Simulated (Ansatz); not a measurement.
# AlRu: the cost of one run

Program: Ansatz 0.2.0. Level of theory: DFT, PBE, plane-wave PAW, default files, scalar-relativistic. These are calculated values, not measurements.

## Step 1: The system as given

The structure is cubic, space group Pm-3m (No. 221). Conventional cell: a = 2.992 Å, b = 2.992 Å, c = 2.992 Å, α = 90.00°, β = 90.00°, γ = 90.00°. Al (site symmetry m-3m) has 8 Ru at 2.59 Å as nearest neighbours. Around Ru (site symmetry m-3m) lie 8 Al at 2.59 Å.

As a file:

```xyz
2
Lattice="2.9916 0.0000 0.0000 0.0000 2.9916 0.0000 0.0000 0.0000 2.9916" Properties=species:S:1:pos:R:3 pbc="T T T"
Al    0.0000    0.0000    0.0000
Ru    1.4958    1.4958    1.4958
```

The earlier run gave: no gap over 0.1 eV on the mesh, largest force 0.000 eV/Å, pressure 2.5 GPa.

The printed gradients, by site:

| site | atoms | first shell | V_zz (10²¹ V/m²) | η | C_Q (MHz) |
| --- | --- | --- | --- | --- | --- |
| Al | 1 | 8 Ru at 2.59 Å, 6 Al at 2.99 Å | 0.00 | – | 0 (²⁷Al) |
| Ru | 2 | 8 Al at 2.59 Å, 6 Ru at 2.99 Å | 0.00 | – | 0 (⁹⁹Ru) |

C_Q = eQV_zz/h, which is 24.18 MHz for Q = 1 b and V_zz = 10²¹ V/m²; η = (V_xx − V_yy)/V_zz. Nuclear quadrupole moments: year-2017 set (Pyykkö).

## Step 2: Z stretched by -2 %, ions relaxed

Input file input.yaml:

```yaml
crystal:
  lattice:
    - [2.9916, 0.0, 0.0]
    - [0.0, 2.9916, 0.0]
    - [0.0, 0.0, 2.931768]
  atoms:
    - { symbol: Al, position: [0.0, 0.0, 0.0] }
    - { symbol: Ru, position: [0.5, 0.5, 0.5] }
kpoints:
  mp_grid: { grid: [16, 16, 16] }
scf:
  occupations: { method: fermi_dirac, width: 0.05 }
hamiltonian:
  xc: pbe
  pseudopotentials: { kind: paw }
output:
  forces: true
  stress: true
  populations: true
  efg:
    quadrupole_moments_barn: { Al: 0.1466, Ru: 0.079 }
    contact_densities: true
  write_density: true
  write_potential: true
  elf: true
  volumetric_format: npy
relax:
  f_tol: 0.02
  max_steps: 60
```

Command:

```bash
ansatz run input.yaml --threads 1 --pin off --max-ram 3072MiB --backend cpu --events-out ev --progress --plain --runs-dir out
```

What time and memory should one allow on 1 thread of Intel Xeon 6975P-C (Granite Rapids), shared host?

About 6.7 s, with a peak of 0.49 GiB.
